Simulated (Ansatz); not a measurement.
# VBrO: the cost of one run

Program: Ansatz 0.2.0. Level of theory: DFT PBEsol+U (U_eff = 8 eV on V d), plane waves, PAW. These are calculated values, not measurements.

### Step 1. Starting point

It takes space group Pmmn (No. 59, orthorhombic). The conventional cell has a = 3.380 Å, b = 3.775 Å, c = 8.425 Å, α = 90.00°, β = 90.00°, γ = 90.00°. V (site symmetry mm2) is surrounded by 4 O at 1.97 to 2.07 Å and 2 Br at 2.53 Å. Around Br (site symmetry mm2) lie 2 V at 2.53 Å. O (site symmetry mm2) is surrounded by 4 V at 1.97 to 2.07 Å.

Structure file:

```cif
data_structure
_symmetry_space_group_name_H-M 'Pmmn:1'
_symmetry_Int_Tables_number 59
_cell_length_a 3.3800
_cell_length_b 3.7750
_cell_length_c 8.4250
_cell_angle_alpha 90.000
_cell_angle_beta 90.000
_cell_angle_gamma 90.000
_cell_volume 107.50
loop_
_atom_site_label
_atom_site_type_symbol
_atom_site_symmetry_multiplicity
_atom_site_Wyckoff_symbol
_atom_site_fract_x
_atom_site_fract_y
_atom_site_fract_z
_atom_site_occupancy
V1 V 2 a 0.50000 0.50000 0.10400 1
Br1 Br 2 b 0.00000 0.50000 0.32800 1
O1 O 2 b 0.00000 0.50000 0.96300 1
```

### Step 2. Ferromagnetic start, free, symmetry kept, no search

File input.yaml:

```yaml
crystal:
  lattice:
    - [3.38000013, 0.0, 0.0]
    - [0.0, 3.77500015, 0.0]
    - [0.0, 0.0, 8.42500033]
  atoms:
    - { symbol: V, position: [0.5, 0.5, 0.104], spin: 2.0 }
    - { symbol: V, position: [0.0, 0.0, 0.896], spin: 2.0 }
    - { symbol: Br, position: [0.0, 0.5, 0.328] }
    - { symbol: Br, position: [0.5, 0.0, 0.672] }
    - { symbol: O, position: [0.0, 0.5, 0.963] }
    - { symbol: O, position: [0.5, 0.0, 0.037] }
basis:
  ecutwfc: 420
  ecutrho_ratio: 4
kpoints:
  mp_grid: { grid: [6, 5, 3] }
hamiltonian:
  xc: pbesol
  hubbard:
    sites: [{ site: 0, l: d, u_eff: 8.0 }, { site: 1, l: d, u_eff: 8.0 }]
scf:
  occupations: { method: gaussian, width: 0.05 }
  lower_state_search: "off"
  max_iter: 150
output:
  forces: true
  stress: true
  eigenvalues: true
  populations: true
  hubbard: { sites: [{ site: 0, l: d }, { site: 1, l: d }] }
magnetization:
  spin_polarized: true
```

Run with:

```bash
> ansatz run input.yaml --threads 4 --pin off --max-ram 6144MiB --backend cpu --events-out ev --progress --plain --runs-dir out
```

**Question.** How long does this run take on 4 threads of Intel Xeon at 2.60GHz (Ice Lake), shared host, and how much memory does it need?

About 6.7 s, with a peak of 0.63 GiB.
